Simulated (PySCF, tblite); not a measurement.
**C₅H₄F₃O₂−: geometry, infrared bands and NMR shifts**

Aim: predict the infrared bands and NMR shifts of C₅H₄F₃O₂− (`O=C([O-])C1(C(F)(F)F)CC1`).

Programs: tblite 0.8.0 and PySCF 2.14.0, with density-fitted response routines of our own. Each step states its level of theory. These are calculated values for one molecule in the gas phase, unless marked as measured. Atoms are numbered from 0 throughout.

**1. The starting structure**

14 atoms, charge -1, multiplicity 1; geometry from: force field or distance geometry start.

Bonds of the start (Å): O0–C1 1.31, C1–O2 1.44, C1–C3 1.49, C3–C4 1.48, C4–F5 1.36, C4–F6 1.45, C4–F7 1.36, C3–C8 1.48, C8–C9 1.55, C9–C3 1.56, C8–H10 1.11, C8–H11 1.14, C9–H12 1.08, C9–H13 1.11.

**2. Geometry optimisation with GFN2-xTB**

What the job is given:

```
{"job": {"kind": "relax", "xc": "GFN2-xTB", "basis": "xTB"}, "charge": -1, "multiplicity": 1}
O     -0.640500     1.489700    -1.824000
C     -0.029300     1.447100    -0.669200
O      0.436000     2.678200    -0.079700
C      0.105800     0.083600    -0.089500
C      1.459700    -0.286200     0.395600
F      1.481000    -1.535100     0.922300
F      2.388000    -0.287500    -0.720400
F      1.925400     0.729500     1.174200
C     -0.898200    -0.859200    -0.637400
C     -1.078600    -0.361000     0.822100
H     -0.829300    -1.962200    -0.673300
H     -1.754000    -0.465600    -1.282000
H     -1.772900     0.435700     1.050900
H     -0.793800    -1.107400     1.587900
```

Started as:

```bash
OMP_NUM_THREADS=1 python probes_run.py task.json out
```

The driver reads the jobs from task.json and runs them one after another.

**Question.** This job is followed by: GFN2-xTB harmonic vibrations, gas phase; GIAO PBE0/pcSseg-1 NMR shielding, non-relativistic, gas phase. Predict these results of the whole session: strongest single infrared mode (GFN2-xTB); zero-point energy (GFN2-xTB); 13C shifts against TMS (PBE0/pcSseg-1, means over atoms taken as alike); 1H shifts against TMS (PBE0/pcSseg-1, means over atoms taken as alike); 17O shifts against H2O (PBE0/pcSseg-1); 19F shifts against CFCl3 (PBE0/pcSseg-1, means over atoms taken as alike).

The runs gave:

| quantity | value |
| --- | --- |
| strongest single infrared mode (GFN2-xTB) | 1856 cm⁻¹, 658 km/mol |
| zero-point energy (GFN2-xTB) | 53.4 kcal/mol |
| 13C shifts against TMS (PBE0/pcSseg-1, means over atoms taken as alike) | 162.6, 140.7, 27.6, 9.8 ppm |
| 1H shifts against TMS (PBE0/pcSseg-1, means over atoms taken as alike) | 0.71, 0.18 ppm |
| 17O shifts against H2O (PBE0/pcSseg-1) | 344.5, 283.8 ppm |
| 19F shifts against CFCl3 (PBE0/pcSseg-1, means over atoms taken as alike) | -81.1 ppm |

What this shows: Over 107 steps the energy fell by 2.271 eV; of the close pairs, C1–O2 changed most, 1.442 to 1.225 Å. No mode is imaginary among the 36: a minimum at this level. The strongest single mode, at 1856 cm⁻¹, moves mainly C1. GFN2-xTB is a fitted tight-binding method: band positions and strengths are rough. Its intensities can rank the bands wrongly. At PBE0/pcSseg-1: Shielding is most anisotropic at O2 (span 465 ppm, paramagnetic term -413 ppm).
